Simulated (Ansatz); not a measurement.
# ClH₄SbSi: basis-set convergence

One table from this session's results is given with a row withheld; the runs are named, their logs left out.

Program: Ansatz 0.2.0, Gaussian basis. Level of theory: one geometry, several basis sets. These are calculated values, not measurements.

Levels to be run: PBE0-D4/def2-SVP; ωB97M-V/def2-SVP; PBE0-D4/def2-QZVPP; ωB97M-V/def2-QZVPP; the functionals' def2-TZVPP values are taken from earlier runs.

### The relaxed structure

An earlier PBE0-D4 in a triple-zeta def2 set relaxation fixed the geometry. Sb takes the def2 core potential; no spin-orbit term is included.

SMILES `[SiH3][SbH][Cl]`, 7 atoms, charge 0, spin multiplicity 1.

Atoms are counted from 1 here; the program's logs count them from 0.

Bond lengths: Si1–Sb2 2.585 Å, Si1–H4 1.485 Å, Si1–H5 1.483 Å, Si1–H6 1.489 Å, Sb2–Cl3 2.368 Å, Sb2–H7 1.714 Å. Angles: Sb2–Si1–H4 108.3°, Sb2–Si1–H5 110.4°, Sb2–Si1–H6 108.7°, H4–Si1–H5 110.2°, H4–Si1–H6 109.1°, H5–Si1–H6 110.1°, Si1–Sb2–Cl3 92.7°, Si1–Sb2–H7 90.0°, Cl3–Sb2–H7 94.4°.

The first run:

The input, in.yaml:

```yaml
crystal:
  periodic: [false, false, false]
  atoms:
    - {symbol: Si, position_ang: [-0.883457, 0.421849, -0.104180]}
    - {symbol: Sb, position_ang: [0.790584, -1.473105, 0.431339]}
    - {symbol: Cl, position_ang: [2.230625, -0.853278, -1.343046]}
    - {symbol: H, position_ang: [-1.608270, 0.065811, -1.350308]}
    - {symbol: H, position_ang: [-0.169235, 1.710141, -0.278727]}
    - {symbol: H, position_ang: [-1.859442, 0.526168, 1.014920]}
    - {symbol: H, position_ang: [1.560393, -0.465586, 1.584401]}
basis:
  gaussian: {orbitals: def2-SVP}
hamiltonian: {xc: pbe0, dispersion: d4}
output: {orbitals: {seedname: orbitals}}
```

Run with:

```bash
$ ansatz run in.yaml --threads 4 --pin off --events-out ev --progress --plain --max-ram 10444MiB
```

Among the steps run: PBE0-D4 in def2-SVP; ωB97M-V in def2-SVP; PBE0-D4 in def2-QZVPP; ωB97M-V in def2-QZVPP.

One of the session's tables, all rows but one given; the rest of the session is left out.

It belongs to the step «Functionals by basis». 

| functional | basis | HOMO (eV) | LUMO (eV) |
| --- | --- | --- | --- |
| PBE0-D4 | def2-SVP | ? | ? |
| PBE0-D4 | def2-TZVPP | -7.28 | -1.82 |
| PBE0-D4 | def2-QZVPP | -7.30 | -1.88 |
| ωB97M-V | def2-SVP | -9.13 | 0.31 |
| ωB97M-V | def2-TZVPP | -9.25 | 0.02 |
| ωB97M-V | def2-QZVPP | -9.28 | -0.10 |

Q: Estimate the row for PBE0-D4, def2-SVP from the others.

As computed: HOMO (eV): -7.19; LUMO (eV): -1.66. In the column «HOMO (eV)» it is the highest.
